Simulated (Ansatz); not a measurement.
**In3Cu: a line through a two-coordinate scan**

One table from this session's results is given with a row withheld; the runs are named, their logs left out.

Computed with Ansatz 0.2.0 (DFT LDA, scalar-relativistic, plane waves, PAW, unless a step's input says otherwise).

16 further runs of the same task are left out: 16 set aside as unsound or not needed.

### The system as given

The structure is cubic, space group Pm-3m (No. 221). The conventional cell has a = 4.331 Å, b = 4.331 Å, c = 4.331 Å, α = 90.00°, β = 90.00°, γ = 90.00°. In (site symmetry 4/mmm) is surrounded by 8 In at 3.06 Å and 4 Cu at 3.06 Å. Around Cu (site symmetry m-3m) lie 12 In at 3.06 Å.

Coordinates:

```
CELL_PARAMETERS angstrom
4.33110 0.00000 0.00000
0.00000 4.33110 0.00000
0.00000 0.00000 4.33110
ATOMIC_POSITIONS crystal
In 0.00000 0.50000 0.50000
In 0.50000 0.00000 0.50000
In 0.50000 0.50000 0.00000
Cu 0.00000 0.00000 0.00000
```

It goes back to an entry of the Materials Project, which need not be the stable form.

This cell was relaxed beforehand with the same method: volume 20.31 Å³/atom, gap on the mesh none (metal).

### Plan of the line

The energy is mapped over volume and the cell's shape.

- volume per atom: 7 values from 18.69 to 21.94 Å³
- length along [111] over the lengths across it, relative to the cubic cell: 7 values from 0.923 to 1.083

Nothing else is relaxed (symmetry fixes all fractional coordinates). Energies count from the relaxed crystal. Points are written as (first, second).

Set-up of the first run:

File input.yaml:

```yaml
crystal:
  lattice:
    - [4.2136865309, -0.0743255426, -0.0743255426]
    - [-0.0743255426, 4.2136865309, -0.0743255426]
    - [-0.0743255426, -0.0743255426, 4.2136865309]
  atoms:
    - { symbol: In, position: [0.0, 0.5, 0.5] }
    - { symbol: In, position: [0.5, 0.0, 0.5] }
    - { symbol: In, position: [0.5, 0.5, 0.0] }
    - { symbol: Cu, position: [0.0, 0.0, 0.0] }
basis:
  ecutwfc: 520.0
kpoints:
  mp_grid: { grid: [10, 10, 10] }
hamiltonian:
  xc: lda
scf:
  occupations: { method: gaussian, width: 0.15 }
output:
  forces: true
  stress: true
  eigenvalues: true
  write_density: true
  write_potential: true
  elf: true
  volumetric_format: npy
```

Started as:

```sh
$ ansatz run input.yaml --threads 2 --pin off --max-ram 4096MiB --backend cpu --events-out ev --progress --plain --runs-dir out
```

Among the steps run: The run at (18.69 Å³, 0.948); Point (19.23 Å³, 0.948); Point (19.77 Å³, 0.948); Grid point (20.31 Å³, 0.948); Point (20.85 Å³, 0.948); Grid point (21.39 Å³, 0.948).

One of the session's tables, all rows but one given; the rest of the session is left out.

| volume per atom (Å³) | energy (meV/atom) | slope (meV/atom per Å³) | pressure (GPa) |
| --- | --- | --- | --- |
| 18.69 | 29.3 | −40 | 6.4 |
| 19.23 | 12.0 | −24 | 3.9 |
| 19.77 | ? | ? | ? |
| 20.31 | −0.11 | 1 | −0.1 |
| 20.85 | 2.9 | 10 | −1.7 |
| 21.39 | 10.8 | 19 | −3.0 |
| 21.94 | 22.8 | 26 | −4.1 |

**Question.** Estimate the row for volume per atom (Å³) = 19.77.

Worked estimate for «energy (meV/atom)». A straight line through the neighbours (19.23, 12.0) and (20.31, −0.11) gives 12.0 + (−0.11 − 12.0) × (19.77 − 19.23) / (20.31 − 19.23) = 5.9; a parabola fitted to 4 rows on both sides gives 2.6.

**Answer.** energy (meV/atom): 2.6; slope (meV/atom per Å³): −11; pressure (GPa): 1.7. In «energy (meV/atom)» the line misses by +3.3 and the parabola by 0.0.

Energies count from the relaxed crystal. Rows without a step come from runs not printed here or follow by symmetry. Slopes come from the forces (and the stress, where the cell changes), not from differences of energies.

**Reading.** The lowest point of the line is at 20.31 Å³, −0.11 meV/atom from the zero. A fit to energies and slopes at the lowest point and its two neighbours puts the minimum at 20.279 Å³, with a curvature of about 20 meV/atom per (Å³)². V·d²E/dV² there is about 64 GPa, a bulk modulus under this line's constraint. The highest point computed, at 18.69 Å³, lies 29.4 meV/atom above the lowest. This is one cut through a surface in two coordinates; the map's lowest point lies off it.
